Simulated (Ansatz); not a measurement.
# CHAlSSe: the cost of one run

All numbers are computed with Ansatz 0.2.0, driven from Python. Level of theory: PBE+D4/def2-SVPD.

**1. The system**

Bond lengths: Se1–C2 1.501 Å, C2–Al3 2.059 Å, C2–S4 1.885 Å, Al3–S4 2.018 Å, Al3–H5 1.605 Å. Angles: Se1–C2–Al3 116.4°, Se1–C2–S4 171.4°, Al3–C2–S4 61.4°, C2–Al3–S4 55.1°, C2–Al3–H5 134.1°, S4–Al3–H5 158.9°, C2–S4–Al3 63.6°.

The script holds or builds the structure itself.

**2. The script**

The input, run_tae.py:

```python
from collections import Counter

import ansatz as az

BASIS_SET = "def2-SVPD"
FUNCTIONAL = "pbe"
VDW = "d4"


def total_energy(molecule, charge=0, unpaired=0):
    calc = (
        molecule.calculation()
        .basis(gaussian=BASIS_SET)
        .functional(FUNCTIONAL, dispersion=VDW)
    )
    if charge:
        calc = calc.charge(charge)
    if unpaired:
        calc = calc.spin("collinear", total=unpaired)
    report = calc.run(threads=1, pin="off").report
    if report["published_state_doubts"]:
        print("  doubts:", report["published_state_doubts"])
    return report["free_energy_ev"]

geometry_ang = [
    ("Se", (-2.0634, 0.3785, -0.2406)),
    ("C", (-0.9496, -0.5665, 0.103)),
    ("Al", (0.944, 0.2384, 0.1771)),
    ("S", (0.5225, -1.7329, 0.2627)),
    ("H", (1.5964, 1.6089, -0.3436)),
]
chalsse = az.Crystal.molecule()
for symbol, xyz in geometry_ang:
    chalsse = chalsse.atom(symbol, xyz)

unpaired = {"Se": 2, "C": 2, "Al": 1, "S": 2, "H": 1}
counts = Counter(site.symbol for site in chalsse.cartesian_sites)
atom_energy = {s: total_energy(az.Crystal.molecule().atom(s, (0, 0, 0)), 0, unpaired[s]) for s in counts}
whole = total_energy(chalsse, 0, 0)
for s, e in atom_energy.items():
    print(f"{s:2s} x{counts[s]}  {e:14.5f} eV")
print(f"CHAlSSe: {whole:.5f} eV")
split = sum(counts[s] * e for s, e in atom_energy.items()) - whole
print(f"atomisation energy (no zero-point term): {split:.3f} eV, {split / sum(counts.values()):.3f} eV an atom")
```

**3. The calls as engine input**

The package turns the script's settings into the engine's input (first run):

```yaml
crystal:
  periodic: [false, false, false]
  atoms:
    - { symbol: Se, position_ang: [0.0, 0.0, 0.0] }
basis:
  gaussian:
    orbitals: def2-SVPD
hamiltonian:
  xc: pbe
  dispersion: d4
magnetization:
  spin_polarized: true
  initial_magnetization: 2.0
```

**4. Running it**

Launch:

```sh
> python run_tae.py
```

Q: Estimate wall time and peak memory on 1 thread of Arm Neoverse V1, shared host.

About 8 s, with a peak of 0.23 GiB.
